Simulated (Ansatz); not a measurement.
# SiNi3: the cost of one run

Method: DFT PBEsol, scalar-relativistic, plane waves, PAW, in Ansatz 0.2.0.

The COD entry's cell or inner coordinates are ideal or old and differ from later refinements, so a difference from it is no clean test against experiment.

2 further runs of the same task are left out: 2 set aside as unsound or not needed.

### 1 The starting structure

The structure is cubic, space group Pm-3m (No. 221). Conventional cell: a = 3.461 Å, b = 3.461 Å, c = 3.461 Å, α = 90.00°, β = 90.00°, γ = 90.00°. Si (site symmetry m-3m) has 12 Ni at 2.45 Å as nearest neighbours. Ni (site symmetry 4/mmm) is surrounded by 4 Si at 2.45 Å and 8 Ni at 2.45 Å.

Coordinates:

```cif
data_structure
_symmetry_space_group_name_H-M 'P 1'
_symmetry_Int_Tables_number 1
_cell_length_a 3.4612
_cell_length_b 3.4612
_cell_length_c 3.4612
_cell_angle_alpha 90.000
_cell_angle_beta 90.000
_cell_angle_gamma 90.000
_cell_volume 41.46
loop_
_atom_site_label
_atom_site_type_symbol
_atom_site_fract_x
_atom_site_fract_y
_atom_site_fract_z
_atom_site_occupancy
Si1 Si 0.00000 0.00000 0.00000 1
Ni1 Ni 0.00000 0.50000 0.50000 1
Ni2 Ni 0.50000 0.00000 0.50000 1
Ni3 Ni 0.50000 0.50000 0.00000 1
```

It is the result of an earlier relaxation at this level (volume 10.37 Å³/atom; gap on the mesh: none (metal)).

### 2 Bands, states and charges

input.yaml reads:

```yaml
crystal:
  lattice:
    - [3.4612022582, 0.0, 0.0]
    - [0.0, 3.4612022582, 0.0]
    - [0.0, 0.0, 3.4612022582]
  atoms:
    - { symbol: Si, position: [0.0, 0.0, 0.0] }
    - { symbol: Ni, position: [0.0, 0.5, 0.5] }
    - { symbol: Ni, position: [0.5, 0.0, 0.5] }
    - { symbol: Ni, position: [0.5, 0.5, 0.0] }
basis:
  ecutwfc: 420
kpoints:
  mp_grid: { grid: [12, 12, 12] }
  band_path:
    path:
      - [[0.0, 0.0, 0.0], [0.0, 0.5, 0.0], [0.5, 0.5, 0.0], [0.0, 0.0, 0.0], [0.5, 0.5, 0.5], [0.0, 0.5, 0.0]]
      - [[0.5, 0.5, 0.5], [0.5, 0.5, 0.0]]
    npoints: 14
hamiltonian:
  xc: pbesol
scf:
  occupations: { method: gaussian, width: 0.1 }
  n_extra_bands: 10
output:
  forces: true
  stress: true
  eigenvalues: true
  populations: true
  dos: { projected: true, de: 0.02, nscf_kmesh: { grid: [18, 18, 18] } }
  bader: true
  write_density: true
  write_potential: true
  elf: true
  volumetric_format: npy
```

Command:

```sh
$ ansatz run input.yaml --threads 1 --pin off --max-ram 2560MiB --backend cpu --events-out ev --progress --plain --runs-dir out
```

Q: Estimate wall time and peak memory on 1 thread of Oxide Virtual Turin-like (Zen 5), shared host.

About 38 s, with a peak of 0.5 GiB.
